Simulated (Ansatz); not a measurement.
# FGaH2Se: one species, many methods

An exercise on one series of results from a longer session: the logs are not shown, and one member is left open.

Method: functionals in def2-TZVPP, the program's frozen cores in correlated methods; program: Ansatz 0.2.0, Gaussian basis.

Plan: LDA (SPW92), PBE-D4, revPBE-D4, BLYP-D4, r2SCAN-D4, B97M-V, PBE0-D4, B3LYP-D4, r2SCANh-D4, r2SCAN0-D4, HSE06-D4, BHLYP-D4, CAM-B3LYP-D4, LC-ωPBE, ωB97X-V, ωB97M-V, B2PLYP, PBE-QIDH; CCSD(T)/def2-SVP; CCSD(T)/def2-TZVPP; CCSD(T)/def2-QZVPP; extrapolation to the limit; RPA on PBE.

**The relaxed structure**

The geometry comes from an earlier relaxation with PBE0-D4 in a triple-zeta def2 set; it is a stationary point.

SMILES `[F][GaH][SeH]`, 5 atoms, charge 0, spin multiplicity 1.

Atoms are counted from 1 here; the program's logs count them from 0.

Bond lengths: F1–Ga2 1.754 Å, Ga2–Se3 2.307 Å, Ga2–H4 1.550 Å, Se3–H5 1.470 Å. Angles: F1–Ga2–Se3 112.0°, F1–Ga2–H4 118.1°, Se3–Ga2–H4 129.8°, Ga2–Se3–H5 91.4°.

The first run:

in.yaml

```yaml
crystal:
  periodic: [false, false, false]
  atoms:
    - {symbol: F, position_ang: [-2.202393, -0.060518, -0.216473]}
    - {symbol: Ga, position_ang: [-0.495328, -0.397775, 0.003928]}
    - {symbol: Se, position_ang: [0.793379, 1.506781, -0.177017]}
    - {symbol: H, position_ang: [-0.069046, -1.862180, 0.280612]}
    - {symbol: H, position_ang: [2.023188, 0.740093, 0.067649]}
basis:
  gaussian: {orbitals: def2-TZVPP}
hamiltonian: {xc: lda}
output: {orbitals: {seedname: orbitals}}
```

Command:

```console
> ansatz run in.yaml --threads 2 --pin off --events-out ev --progress --plain --max-ram 31744MiB --backend cpu
```

Among the steps run: LDA; PBE-D4 (GGA); revPBE-D4 (GGA); BLYP-D4 (GGA); r2SCAN-D4 (meta-GGA); B97M-V (meta-GGA); PBE0-D4 (hybrid); B3LYP-D4 (hybrid); r2SCANh-D4 (hybrid); r2SCAN0-D4 (hybrid); HSE06-D4 (hybrid); BHLYP-D4 (hybrid); CAM-B3LYP-D4 (range-separated); LC-ωPBE (range-separated); ωB97X-V (range-separated); ωB97M-V (range-separated); B2PLYP (double hybrid); PBE-QIDH (double hybrid).

One of the session's tables, all rows but one given; the rest of the session is left out.

It belongs to the step «Frontier levels by functional». 

| functional | HOMO (eV) | LUMO (eV) | gap (eV) |
| --- | --- | --- | --- |
| LDA (SPW92) | -6.71 | -2.35 | 4.37 |
| PBE-D4 | ? | ? | ? |
| revPBE-D4 | -6.49 | -1.95 | 4.54 |
| BLYP-D4 | -6.38 | -2.01 | 4.37 |
| r2SCAN-D4 | -6.84 | -1.83 | 5.01 |
| B97M-V | -6.88 | -2.00 | 4.88 |
| PBE0-D4 | -7.68 | -1.32 | 6.36 |
| B3LYP-D4 | -7.45 | -1.59 | 5.86 |
| r2SCANh-D4 | -7.25 | -1.56 | 5.69 |
| r2SCAN0-D4 | -7.88 | -1.17 | 6.70 |
| HSE06-D4 | -7.29 | -1.68 | 5.60 |
| BHLYP-D4 | -8.66 | -0.61 | 8.05 |
| CAM-B3LYP-D4 | -8.95 | -0.45 | 8.50 |
| LC-ωPBE | -10.30 | 0.72 | 11.02 |
| ωB97X-V | -9.95 | 0.59 | 10.54 |
| ωB97M-V | -9.81 | 0.38 | 10.20 |

**Question.** Estimate the row for PBE-D4.

The run gave: HOMO (eV): -6.55; LUMO (eV): -2.07; gap (eV): 4.48. In the column «HOMO (eV)» it lies between LDA (SPW92) (-6.71) and revPBE-D4 (-6.49).
